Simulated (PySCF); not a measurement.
# C2H7BrO2Si2: electronic excitations

Aim: predict the electronic excitations of C2H7BrO2Si2 (`O=CCO[SiH2][SiH2]Br`).

Computed with PySCF 2.14.0, with density-fitted response routines of our own, on a single molecule in the gas phase. Atoms count from 0, in the outputs and in this text.

## (1) Starting geometry

14 atoms, charge 0, multiplicity 1; geometry from: GFN2-xTB.

Bonds of the start (Å): O0–C1 1.20, C1–C2 1.50, C2–O3 1.37, O3–Si4 1.64, Si4–Si5 2.30, Si5–Br6 2.24, C1–H7 1.10, C2–H8 1.10, C2–H9 1.10, Si4–H10 1.47, Si4–H11 1.46, Si5–H12 1.47, Si5–H13 1.46.

## (2) TDDFT and polarisability: CAM-B3LYP/def2-SVPD

The job: settings as JSON, then the geometry in Å.

```
{"job": {"kind": "uv", "xc": "CAM-B3LYP", "basis": "def2-SVPD", "nstates": 8, "ntriplets": 3}, "charge": 0, "multiplicity": 1}
O      0.831279    -1.215146    -0.369828
C      1.740037    -0.842083     0.318342
C      1.746200     0.474006     1.031377
O      0.596394     1.203432     0.866120
Si    -0.627499     1.058314    -0.212169
Si    -2.004666    -0.737840     0.178948
Br    -4.105653    -0.023658     0.460178
H      2.647772    -1.449137     0.470938
H      2.613885     1.045508     0.662892
H      1.915191     0.287861     2.102791
H     -0.148044     1.064603    -1.598668
H     -1.231629     2.349662     0.114374
H     -1.794339    -1.507749     1.410787
H     -2.179607    -1.708243    -0.898199
```

Method: TDDFT CAM-B3LYP/def2-SVPD, vertical, gas phase, core orbitals frozen in the response.

On the command line:

```
$ OMP_NUM_THREADS=1 python probes_run.py task.json out
```

The driver reads the jobs from task.json and runs them one after another.

Predict these results of the whole session: lowest singlet (CAM-B3LYP/def2-SVPD); brightest single state of those computed; lowest triplet.

**Answer**, as computed:

| quantity | value |
| --- | --- |
| lowest singlet (CAM-B3LYP/def2-SVPD) | 4.41 eV (281 nm), f = 0.000 |
| brightest single state of those computed | state 5, 6.48 eV, f = 0.032 |
| lowest triplet | 3.89 eV |

The first singlet state (HOMO−2→LUMO 0.45, HOMO→LUMO 0.27) lies at 4.41 eV and is dark; of the 8 states computed, the strongest absorption comes from state 5 at 6.48 eV. The lowest triplet lies 0.52 eV below the lowest singlet (triplets in Tamm-Dancoff, singlets in full TDDFT).
